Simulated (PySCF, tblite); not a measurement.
# C6H5FOS: geometry, infrared bands and NMR shifts

Wanted: the infrared bands and NMR shifts of C6H5FOS (`C#C[C@@H]1CS[C@H](F)C1=O`), by calculation.

The runs use tblite 0.8.0 and PySCF 2.14.0, with density-fitted response routines of our own; the level of theory stands in each step. All values are computed, except where a source is named. Atoms count from 0, in the outputs and in this text.

## 1. Starting geometry

14 atoms, charge 0, multiplicity 1; geometry from: force field or distance geometry start.

Bonds of the start (Å): C0–C1 1.21, C1–C2 1.47, C2–C3 1.52, C3–S4 1.80, S4–C5 1.82, C5–F6 1.36, C5–C7 1.53, C7–O8 1.23, C7–C2 1.53, C0–H9 1.05, C2–H10 1.09, C3–H11 1.11, C3–H12 1.08, C5–H13 1.09.

## 2. Optimising the geometry with GFN2-xTB

Job settings and geometry (Å):

```
{"job": {"kind": "relax", "xc": "GFN2-xTB", "basis": "xTB"}, "charge": 0, "multiplicity": 1}
C      2.547900    -0.974500    -1.144100
C      1.647700    -0.547900    -0.459700
C      0.578100    -0.042500     0.407500
C     -0.483000    -1.104800     0.651400
S     -1.946000    -0.218800     1.227200
C     -1.658700     1.163500     0.083100
F     -2.399200     0.981800    -1.038900
C     -0.160600     1.143600    -0.209800
O      0.397000     2.015900    -0.868200
H      3.323600    -1.332600    -1.759900
H      0.982000     0.308500     1.356500
H     -0.157600    -1.834900     1.418300
H     -0.742900    -1.666800    -0.239500
H     -1.929100     2.108900     0.554100
```

Command:

```console
OMP_NUM_THREADS=1 python probes_run.py task.json out
```

One launch serves the whole session: the jobs run in the order shown.

**Question.** This job is followed by: GFN2-xTB harmonic vibrations, gas phase; GIAO PBE0/pcSseg-1 NMR shielding, non-relativistic, gas phase. Predict these results of the whole session: strongest single infrared mode (GFN2-xTB); zero-point energy (GFN2-xTB); ¹³C shifts against TMS (PBE0/pcSseg-1); ¹H shifts against TMS (PBE0/pcSseg-1); ³³S shifts against CS2 (PBE0/pcSseg-1); ¹⁹F shifts against CFCl3 (PBE0/pcSseg-1); ¹⁷O shifts against H2O (PBE0/pcSseg-1).

The runs gave:

| quantity | value |
| --- | --- |
| strongest single infrared mode (GFN2-xTB) | 1805 cm⁻¹, 365 km/mol |
| zero-point energy (GFN2-xTB) | 57.8 kcal/mol |
| ¹³C shifts against TMS (PBE0/pcSseg-1) | 203.0, 103.7, 84.9, 79.5, 37.5, 36.5 ppm |
| ¹H shifts against TMS (PBE0/pcSseg-1) | 5.84, 3.71, 3.35, 3.26, 1.74 ppm |
| ³³S shifts against CS2 (PBE0/pcSseg-1) | 49 ppm |
| ¹⁹F shifts against CFCl3 (PBE0/pcSseg-1) | -184.2 ppm |
| ¹⁷O shifts against H2O (PBE0/pcSseg-1) | 645.4 ppm |

What this shows: Relaxing lowered the energy by 0.144 eV in 90 steps; the close pair that moved most is C7–O8, from 1.227 to 1.194 Å. All 36 modes are real, so the xTB geometry is a minimum. The strongest single mode, at 1805 cm⁻¹, moves mainly C7 and O8. GFN2-xTB is a fitted tight-binding method: band positions and strengths are rough. Its intensities can rank the bands wrongly. C7 (ketone carbonyl carbon) lies farthest downfield among carbon, at 203.0 ppm; the double bond to the heteroatom, with no lone-pair donor beside it, deshields it most. The most deshielded hydrogen is H13 (hydrogen on an sp3 CH bonded to F and S, α to a carbonyl), at 5.84 ppm: its carbon carries F, an electronegative neighbour. At PBE0/pcSseg-1: Shielding is most anisotropic at O8 (span 1212 ppm, paramagnetic term -706 ppm).
